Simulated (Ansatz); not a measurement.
# GeH4S2: one species, many methods

How much do the methods differ for GeH4S2? The plan is to run it at one geometry with functionals of several rungs and with coupled cluster. The yardstick is the atomisation energy at the CCSD(T) limit.

Program: Ansatz 0.2.0, Gaussian basis. Level of theory: functionals in def2-TZVPP, the program's frozen cores in correlated methods. These are calculated values, not measurements.

The runs, in order: LDA (SPW92), PBE-D4, revPBE-D4, BLYP-D4, r2SCAN-D4, B97M-V, PBE0-D4, B3LYP-D4, r2SCANh-D4, r2SCAN0-D4, HSE06-D4, BHLYP-D4, CAM-B3LYP-D4, LC-ωPBE, ωB97X-V, ωB97M-V, B2PLYP, PBE-QIDH; CCSD(T)/def2-SVP; CCSD(T)/def2-TZVPP; MP2/def2-QZVPP; extrapolation to the limit; RPA on PBE.

**1. Structure used throughout**

The geometry comes from an earlier relaxation with PBE0-D4 in a triple-zeta def2 set; it is a stationary point, not always the lowest conformer.

SMILES `[SH][GeH2][SH]`, 7 atoms, charge 0, spin multiplicity 1.

Atoms are counted from 1 here; the program's logs count them from 0.

Bond lengths: S1–Ge2 2.222 Å, S1–H4 1.343 Å, Ge2–S3 2.222 Å, Ge2–H5 1.535 Å, Ge2–H6 1.531 Å, S3–H7 1.343 Å. Angles: Ge2–S1–H4 94.2°, S1–Ge2–S3 114.1°, S1–Ge2–H5 109.2°, S1–Ge2–H6 105.6°, S3–Ge2–H5 109.1°, S3–Ge2–H6 105.7°, H5–Ge2–H6 113.2°, Ge2–S3–H7 94.2°.

**2. LDA**

This LDA is Slater exchange with PW92 correlation.

The input, in.yaml:

```yaml
crystal:
  periodic: [false, false, false]
  atoms:
    - {symbol: S, position_ang: [-1.995182, -0.110722, -0.168250]}
    - {symbol: Ge, position_ang: [0.072858, 0.572529, 0.270589]}
    - {symbol: S, position_ang: [1.429754, -1.038592, 0.977307]}
    - {symbol: H, position_ang: [-1.662285, -0.690901, -1.332645]}
    - {symbol: H, position_ang: [0.669243, 1.215685, -0.989241]}
    - {symbol: H, position_ang: [-0.055231, 1.549458, 1.442323]}
    - {symbol: H, position_ang: [1.602042, -1.565459, -0.245785]}
basis:
  gaussian: {orbitals: def2-TZVPP}
hamiltonian: {xc: lda}
output: {orbitals: {seedname: orbitals}}
```

Launch:

```console
$ ansatz run in.yaml --threads 4 --pin off --events-out ev --progress --plain --max-ram 10444MiB
```

The runs that follow: PBE-D4 (GGA); revPBE-D4 (GGA); BLYP-D4 (GGA); r2SCAN-D4 (meta-GGA); B97M-V (meta-GGA); B3LYP-D4 (hybrid); r2SCANh-D4 (hybrid); r2SCAN0-D4 (hybrid); HSE06-D4 (hybrid); BHLYP-D4 (hybrid); CAM-B3LYP-D4 (range-separated); LC-ωPBE (range-separated); ωB97X-V (range-separated); ωB97M-V (range-separated); B2PLYP (double hybrid); PBE-QIDH (double hybrid); CCSD(T) in def2-SVP; CCSD(T) in def2-TZVPP; MP2 in def2-QZVPP; RPA on PBE orbitals.

Q: Predict the results of all the runs planned. Wanted: atomisation energy, CCSD(T)/CBS; farthest beyond LDA; mean size of error, GGA; mean size of error, meta-GGA; mean size of error, hybrid; mean size of error, range-separated; mean size of error, double hybrid; gap, smallest and largest; T1 diagnostic.

**Answer**, as computed:

| quantity | value |
| --- | --- |
| atomisation energy, CCSD(T)/CBS | 1922.0 kJ/mol |
| functionals within 19.2 kJ/mol (1.0 %) | PBE-D4, r2SCAN-D4, r2SCANh-D4, ωB97X-V, ωB97M-V |
| farthest beyond LDA | BHLYP-D4 (-65.4 kJ/mol) |
| mean size of error, GGA | 30.8 kJ/mol |
| mean size of error, meta-GGA | 17.4 kJ/mol |
| mean size of error, hybrid | 28.8 kJ/mol |
| mean size of error, range-separated | 25.5 kJ/mol |
| mean size of error, double hybrid | 39.5 kJ/mol |
| gap, smallest and largest | 4.59 eV (BLYP-D4), 11.76 eV (LC-ωPBE) |
| T1 diagnostic | 0.0110 |
| triples share of the correlation energy | 4.1 % |

LDA overbinds by 267.2 kJ/mol (14 %). PBE-D4 is off by -4.0 kJ/mol. Double hybrids carry the basis error of their MP2 part in triple zeta, and no dispersion term here, so their miss is partly the set-up's. By mean error the best rung here is meta-GGA (17.4 kJ/mol) and the worst beyond LDA is double hybrid (39.5 kJ/mol). The gap between the best rungs is small, so their order is not settled. Misses under about 19.2 kJ/mol are within the doubt on the reference itself, which lacks core-valence correlation, relativity and higher excitations, and its outer-core shells are covered unevenly. Hartree-Fock recovers 70 % of the binding; the rest is correlation. CCSD(T) in def2-SVP is off by -172.4 kJ/mol, more than most functionals: a good method in a small basis is no reference. Orbital gaps span 4.6 to 11.8 eV; exact exchange widens them. Correlated methods include outer-core shells of Ge, which these sets cover unevenly.
